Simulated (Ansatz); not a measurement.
Run this with Ansatz 0.2.0 through its Python package and show what comes out.

Input file `ch6npsi.xyz`:
```text
10

C    -0.69780    0.97550    1.56110
N     0.16460    0.63270    0.66940
Si   -0.35840   -0.56150   -0.47900
P     1.33590   -0.91380   -1.83840
H    -1.72480    0.57290    1.64630
H    -0.41670    1.73050    2.31460
H    -0.72200   -1.79310    0.25800
H    -1.53170   -0.02860   -1.20820
H     1.62980    0.44590   -2.08800
H     2.32120   -1.06060   -0.83590
```

The script, `disp_ch6npsi.py`:
```python
# -*- coding: utf-8 -*-
"""Dispersion corrections for CH6NPSi."""

import ansatz as az

SETTINGS = {
    "basis_set": "def2-SVP",
}

molecule = az.Crystal.molecule_from_extxyz("ch6npsi.xyz")

job = (
    molecule.calculation()
    .basis(gaussian=SETTINGS["basis_set"])
    .scf(lower_state_search="standard")
)
for name in ["b3lyp", "pbe0"]:
    for correction in ("d3bj", "d4"):
        report = job.functional(name, dispersion=correction).run(threads=1, pin="off").report
        print(f"{name:8s} {correction:5s} total {report['free_energy_ev']:.5f} eV, of which dispersion {1000 * report['dispersion']['energy']['ev']:.2f} meV")
```

Running `python disp_ch6npsi.py` prints:
```text
b3lyp    d3bj  total -19784.67923 eV, of which dispersion -423.76 meV
b3lyp    d4    total -19784.62107 eV, of which dispersion -365.60 meV
pbe0     d3bj  total -19773.35469 eV, of which dispersion -207.81 meV
pbe0     d4    total -19773.33792 eV, of which dispersion -191.03 meV
```

What to keep in mind:
- The settings weren't tested for convergence.
- The geometry is a force-field or estimated start, not a minimum of this method, and the basis set is short of its limit. D4 holds the three-body term, and d3bj doesn't.
- b3lyp holds the VWN-RPA fit, as in Gaussian; the form of ORCA and Turbomole is b3lyp5.
- The whole script took 11 s on 1 thread of Arm Neoverse V2, with other jobs on the host, peak memory 0.23 GiB.
